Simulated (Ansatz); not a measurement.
Working through a single point in a Gaussian basis of CHBrF2, SMILES FC(F)Br

Program: Ansatz 0.2.0 through its Python package.

At the Python prompt:
```pycon
>>> from pathlib import Path
>>> import json
>>> import ansatz as az
>>> import numpy as np
>>> import pandas as pd
>>> config = {
...     "basis": "cc-pVDZ",
...     "functional": "b3lyp",
... }
>>> system = (
...     az.Crystal.molecule()
...     .atom("F", (0.2164, -0.6721, 1.2276))
...     .atom("C", (0.1162, 0.0201, 0.0277))
...     .atom("F", (0.695, -0.7682, -0.9))
...     .atom("Br", (-1.6352, 0.382, -0.4858))
...     .atom("H", (0.6576, 0.9646, 0.0892))
... )
>>> calculation = (
...     system.calculation()
...     .basis(gaussian=config["basis"])
...     .functional(config["functional"])
...     .accuracy("medium")
...     .scf(lower_state_search="light")
...     .forces()
...     .orbitals()
... )
>>> print(calculation.to_yaml())
crystal:
  periodic: [false, false, false]
  atoms:
    - { symbol: F, position_ang: [0.2164, -0.6721, 1.2276] }
    - { symbol: C, position_ang: [0.1162, 0.0201, 0.0277] }
    - { symbol: F, position_ang: [0.695, -0.7682, -0.9] }
    - { symbol: Br, position_ang: [-1.6352, 0.382, -0.4858] }
    - { symbol: H, position_ang: [0.6576, 0.9646, 0.0892] }
accuracy: medium
basis:
  gaussian:
    orbitals: cc-pVDZ
hamiltonian:
  xc: b3lyp
scf:
  lower_state_search: light
output:
  orbitals: {}
  forces: true
>>> res = calculation.run(threads=1, runs_dir="chbrf2_runs")

>>> r = res.report
>>> r["free_energy_ev"]
-76533.1048832875
>>> r["positions_ang"]
[[0.2164, -0.6721, 1.2276], [0.1162, 0.0201, 0.0277], [0.695, -0.7682, -0.9], [-1.6352, 0.382, -0.4858], [0.6576, 0.9646, 0.0892]]
>>> print("reference energy %16.6f eV" % r["reference_energy_ev"])
reference energy    -76533.104883 eV
>>> print("total energy     %16.6f eV" % r["free_energy_ev"])
total energy        -76533.104883 eV
>>> print("occupied orbitals outside the frozen core (up, down):", r["n_occupied"], " frozen:", r["n_frozen"], " virtual:", r["n_virtual"])
occupied orbitals outside the frozen core (up, down): [30, 30]  frozen: 0  virtual: [44, 44]
>>> symbols = [site.symbol for site in system.cartesian_sites]
>>> forces = np.array(r["forces_ev_ang"])
>>> print("largest force", round(float(np.linalg.norm(forces, axis=1).max()), 4), "eV/A, rms", round(float(np.sqrt((forces ** 2).mean())), 4))
largest force 2.3786 eV/A, rms 0.8475
>>> charges = r["charge_distribution"]
>>> table = pd.DataFrame({"atom": symbols, "mulliken": charges["mulliken_charges_e"], "lowdin": charges["lowdin_charges_e"]})
>>> table.round(3)
  atom  mulliken  lowdin
0    F    -0.194   0.125
1    C     0.334  -0.478
2    F    -0.166   0.174
3   Br    -0.036   0.218
4    H     0.062  -0.038
>>> print("dipole (e A):", np.round(charges["dipole_moment_e_ang"], 4) + 0.0)
dipole (e A): [ 0.0442  0.2939 -0.0325]
>>> lines = Path(r["orbitals_path"]).read_text().splitlines()
>>> field_of = lambda key: [line.split("=")[1].strip() for line in lines if line.startswith(key)]
>>> orbitals = [(27.211386 * float(e), s, float(n)) for e, s, n in zip(field_of("Ene="), field_of("Spin="), field_of("Occup="))]
>>> homo = max(e for e, _, n in orbitals if n > 0.5)
>>> lumo = min(e for e, _, n in orbitals if n < 0.5)
>>> for e, spin, n in sorted(orbitals):
...     if homo - 15 < e < lumo + 5:
...         print(f"{spin:6s} {e:10.3f} eV  occupation {n:.0f}")
...
Alpha     -22.973 eV  occupation 2
Alpha     -18.740 eV  occupation 2
Alpha     -15.676 eV  occupation 2
Alpha     -15.293 eV  occupation 2
Alpha     -14.398 eV  occupation 2
Alpha     -11.908 eV  occupation 2
Alpha     -11.785 eV  occupation 2
Alpha     -11.265 eV  occupation 2
Alpha      -9.977 eV  occupation 2
Alpha      -8.569 eV  occupation 2
Alpha      -8.514 eV  occupation 2
Alpha      -0.059 eV  occupation 0
Alpha       2.030 eV  occupation 0
Alpha       2.393 eV  occupation 0
Alpha       3.860 eV  occupation 0
>>> with open("chbrf2.json", "w") as handle:
...     json.dump({k: r[k] for k in ("free_energy_ev", "reference_energy_ev", "n_occupied", "n_virtual")}, handle, indent=1)
...
```

`chbrf2.json`, as written:
```json
{
 "free_energy_ev": -76533.1048832875,
 "reference_energy_ev": -76533.1048832875,
 "n_occupied": [
  30,
  30
 ],
 "n_virtual": [
  44,
  44
 ]
}
```

Notes:
- These settings explore the input space; basis and method may be short of convergence.
- The geometry is a force-field or estimated start, not a minimum of this method, and the basis set is short of its limit.
- The Löwdin charges here are taken after orthogonalising the functions within each atom; they differ from plain Löwdin charges, and their signs can be unphysical.
- Alpha marks a spatial orbital of a restricted run, filled by both spins.
- b3lyp holds the VWN-RPA fit, as in Gaussian; the form of ORCA and Turbomole is b3lyp5.
- Levels such as HOMO and LUMO are orbital energies: with these approximate functionals they aren't the ionisation energy and electron affinity, and their gap isn't the fundamental gap.
- The whole script took 3.6 s on 1 thread of Arm Neoverse V2, with other jobs on the host, peak memory 0.26 GiB.

(Lines on the test bed's own set-up are left out of the output.)
